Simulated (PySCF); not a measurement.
# [TaOCl4]- (TaCl4O−): a look at the electrons

For [TaOCl4]- (TaCl4O−), the scripts below see where an electron leaves and enters and localise its valence orbitals.

Method: levels as typed in each script, gas phase, geometry from GFN2-xTB; program: PySCF 2.14.0.

### 1 The system as given

6 atoms, charge -1, spin multiplicity 1.

Bond lengths: Ta1–O2 1.706 Å, Ta1–Cl3 2.342 Å, Ta1–Cl4 2.341 Å, Ta1–Cl5 2.341 Å, Ta1–Cl6 2.341 Å. Angles: O2–Ta1–Cl3 107.6°, O2–Ta1–Cl4 107.5°, O2–Ta1–Cl5 107.6°, O2–Ta1–Cl6 107.6°, Cl3–Ta1–Cl4 84.8°, Cl3–Ta1–Cl5 144.8°, Cl3–Ta1–Cl6 84.8°, Cl4–Ta1–Cl5 84.8°, Cl4–Ta1–Cl6 144.9°, Cl5–Ta1–Cl6 84.8°.

Coordinates:

```xyz
6
Cl4OTa
Ta   -0.0001    0.0000    0.2309
O    -0.0028    0.0002    1.9367
Cl    0.8104    2.0798   -0.4764
Cl   -2.0800    0.8094   -0.4757
Cl   -0.8090   -2.0797   -0.4768
Cl    2.0805   -0.8096   -0.4742
```

### 2 Removing and adding an electron (CAM-B3LYP/def2-svpd)

The input, input.py:

```python
import numpy as np
from pyscf import gto, scf, dft
from pyscf.scf import atom_ks, atom_hf
from scipy.linalg import block_diag

def solve(mol, dm0=None, hcore=None):
    mf = (dft.UKS if mol.spin else dft.RKS)(mol, xc='camb3lyp')
    mf.grids.level = 3
    mf = mf.density_fit(auxbasis='def2-universal-jkfit')
    mf.conv_tol, mf.max_cycle = 1e-8, 80
    if hcore is not None:
        mf.get_hcore = lambda *args: hcore
    mf.kernel(dm0)
    if not mf.converged:
        mf = mf.newton().run(mf.mo_coeff, mf.mo_occ, max_cycle=30)
    assert mf.converged, 'SCF not converged'
    return mf

mol = gto.M(atom='''
Ta    -0.00013     0.00002     0.23095
O     -0.00278     0.00018     1.93675
Cl     0.81039     2.07981    -0.47638
Cl    -2.08000     0.80938    -0.47572
Cl    -0.80900    -2.07973    -0.47684
Cl     2.08047    -0.80965    -0.47420
''', basis='def2-svpd', ecp={'Ta': 'def2-svpd'}, charge=-1, spin=0, verbose=4)
mf = solve(mol)
out = dict(e0=mf.e_tot, dm0=mf.make_rdm1(), c=mf.mo_coeff, occ=mf.mo_occ, eps=mf.mo_energy)
for name, dq, spin in [('cation', 1, 1)]:
    ion = mol.copy().set(charge=mol.charge + dq, spin=spin).build()
    mi = solve(ion)
    if spin and dq > 0 and mol.nao < 130:
        c, _, stable, _ = mi.stability(return_status=True)
        if not stable:
            mi = solve(ion, mi.make_rdm1(c, mi.mo_occ))
    print(name, 'vertical energy change / eV', (mi.e_tot - mf.e_tot) * 27.211386)
    out.update({'e_' + name: mi.e_tot, 'dm_' + name: mi.make_rdm1(), 's2_' + name: mi.spin_square()[0], 'eps_' + name: mi.mo_energy, 'occ_' + name: mi.mo_occ})
# spherically averaged free atoms, for the promolecule
atom_ks.AtomSphAverageRKS.init_guess_by_vsap = lambda self, mol=None: self.init_guess_by_minao(mol)  # core potentials
atm = atom_ks.get_atm_nrks(mol, xc='camb3lyp')
pro = block_diag(*[(atm[a[0]][2] * atm[a[0]][3]) @ atm[a[0]][2].T for a in mol._atom])
np.savez('result.npz', pro=pro, **out)
```

The run is started by

```console
$ OMP_NUM_THREADS=1 python input.py
```

### 4 Localised orbitals (TPSSh/def2-tzvp)

The input, input.py:

```python
import numpy as np
from pyscf import gto, scf, dft, lo
from pyscf.data.elements import chemcore

def solve(mol, dm0=None, hcore=None):
    mf = (dft.UKS if mol.spin else dft.RKS)(mol, xc='tpssh')
    mf.grids.level = 3
    mf = mf.density_fit(auxbasis='def2-universal-jkfit')
    mf.conv_tol, mf.max_cycle = 1e-8, 80
    if hcore is not None:
        mf.get_hcore = lambda *args: hcore
    mf.kernel(dm0)
    if not mf.converged:
        mf = mf.newton().run(mf.mo_coeff, mf.mo_occ, max_cycle=30)
    assert mf.converged, 'SCF not converged'
    return mf

mol = gto.M(atom='''
Ta    -0.00013     0.00002     0.23095
O     -0.00278     0.00018     1.93675
Cl     0.81039     2.07981    -0.47638
Cl    -2.08000     0.80938    -0.47572
Cl    -0.80900    -2.07973    -0.47684
Cl     2.08047    -0.80965    -0.47420
''', basis='def2-tzvp', ecp={'Ta': 'def2-tzvp'}, charge=-1, spin=0, verbose=4)
mf = solve(mol)
occ_all = mf.mo_coeff[:, mf.mo_occ > 0]
occ = occ_all[:, chemcore(mol):]
pm = lo.PM(mol, occ, pop_method='meta_lowdin')
loc = pm.kernel()
for _ in range(5):
    new, stable = pm.stability_jacobi(return_status=True)
    if stable:
        break
    loc = pm.kernel(new)
fock, s = mf.get_fock(), mf.get_ovlp()
ortho = lo.orth_ao(mol, 'meta_lowdin')
labels = mol.ao_labels(fmt=None)
vir = loc[:, :0]
both = np.hstack([loc, vir])
p = (ortho.T @ s @ both) ** 2
pop = np.array([p[[l[0] == a for l in labels]].sum(0) for a in range(mol.natm)])
spd = np.array([[p[[l[0] == a and l[2][-1] == k for l in labels]].sum(0) for k in 'spd'] for a in range(mol.natm)])
eps = np.einsum('pi,pq,qi->i', both, fock, both)
for i in np.argsort(eps):
    top = np.argsort(-pop[:, i])[:3]
    print('%3d %s %9.4f Eh ' % (i + 1, 'occ' if i < loc.shape[1] else 'vir', eps[i]), '  '.join('%s%d %.3f' % (mol.atom_symbol(a), a + 1, pop[a, i]) for a in top))
np.savez('result.npz', c=both, nocc=loc.shape[1], pop=pop, spd=spd, eps=eps, e=mf.e_tot)
```

(Steps that only read results are left out.)

What does the calculation give? Wanted: vertical ionisation energy.

The runs gave:

| quantity | value |
| --- | --- |
| vertical ionisation energy (CAM-B3LYP/def2-svpd) | 6.23 eV |
| localised occupied orbitals above −45 eV (TPSSh/def2-tzvp) | 23 |

The ionisation energy from two SCF runs, 6.23 eV, lies 0.8 eV above −ε(HOMO) = 5.41 eV of the same level, CAM-B3LYP/def2-svpd. All values hold at the given geometry, in the gas phase.
